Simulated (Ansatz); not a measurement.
**CH₅B₂NS: how energies converge with the basis set**

How large a basis does CH₅B₂NS need? Two functionals are run in growing sets.

Program: Ansatz 0.2.0, Gaussian basis. Level of theory: one geometry, several basis sets. These are calculated values, not measurements.

Plan: PBE0-D4/def2-SVP; ωB97M-V/def2-SVP; PBE0-D4/def2-QZVPP; ωB97M-V/def2-QZVPP; the functionals' def2-TZVPP values are taken from earlier runs.

## (1) Structure used throughout

An earlier PBE0-D4 in a triple-zeta def2 set relaxation fixed the geometry.

SMILES `BNBC=S`, 10 atoms, charge 0, spin multiplicity 1.

Atoms are counted from 1 here; the program's logs count them from 0.

Bond lengths: B1–N2 1.414 Å, B1–H6 1.195 Å, B1–H7 1.195 Å, N2–B3 1.422 Å, N2–H8 1.010 Å, B3–C4 1.557 Å, B3–H9 1.197 Å, C4–S5 1.616 Å, C4–H10 1.092 Å. Angles: N2–B1–H6 119.5°, N2–B1–H7 118.8°, H6–B1–H7 121.7°, B1–N2–B3 126.8°, B1–N2–H8 117.2°, B3–N2–H8 116.0°, N2–B3–C4 121.7°, N2–B3–H9 119.4°, C4–B3–H9 118.9°, B3–C4–S5 114.1°, B3–C4–H10 125.5°, S5–C4–H10 120.4°.

## (2) PBE0-D4 in def2-SVP

Contents of in.yaml:

```yaml
crystal:
  periodic: [false, false, false]
  atoms:
    - {symbol: B, position_ang: [-1.500424, -0.464992, 0.401704]}
    - {symbol: N, position_ang: [-0.147768, -0.763634, 0.687059]}
    - {symbol: B, position_ang: [0.997433, -0.064660, 0.214603]}
    - {symbol: C, position_ang: [0.881852, 1.086851, -0.826708]}
    - {symbol: S, position_ang: [1.335943, 0.672573, -2.320866]}
    - {symbol: H, position_ang: [-2.365873, -1.134860, 0.882413]}
    - {symbol: H, position_ang: [-1.746643, 0.461973, -0.310997]}
    - {symbol: H, position_ang: [0.032592, -1.548215, 1.297553]}
    - {symbol: H, position_ang: [2.083250, -0.390186, 0.597798]}
    - {symbol: H, position_ang: [0.512839, 2.093952, -0.619661]}
basis:
  gaussian: {orbitals: def2-SVP}
hamiltonian: {xc: pbe0, dispersion: d4}
output: {orbitals: {seedname: orbitals}}
```

Run with:

```console
$ ansatz run in.yaml --threads 2 --pin off --events-out ev --progress --plain --max-ram 4352MiB
```

The runs that follow: ωB97M-V in def2-SVP; PBE0-D4 in def2-QZVPP; ωB97M-V in def2-QZVPP.

Q: Predict the results of all the runs planned. Wanted: PBE0-D4: double and triple zeta above quadruple; ωB97M-V: double and triple zeta above quadruple.

**Answer**, as computed:

| quantity | value |
| --- | --- |
| PBE0-D4: double and triple zeta above quadruple | 8.64, 0.56 eV |
| ωB97M-V: double and triple zeta above quadruple | 8.81, 0.53 eV |

For PBE0-D4 the step from double to triple zeta gains 8.08 eV and the next only 0.56 eV. Total energies overstate the basis error of differences, where much of it tends to cancel.
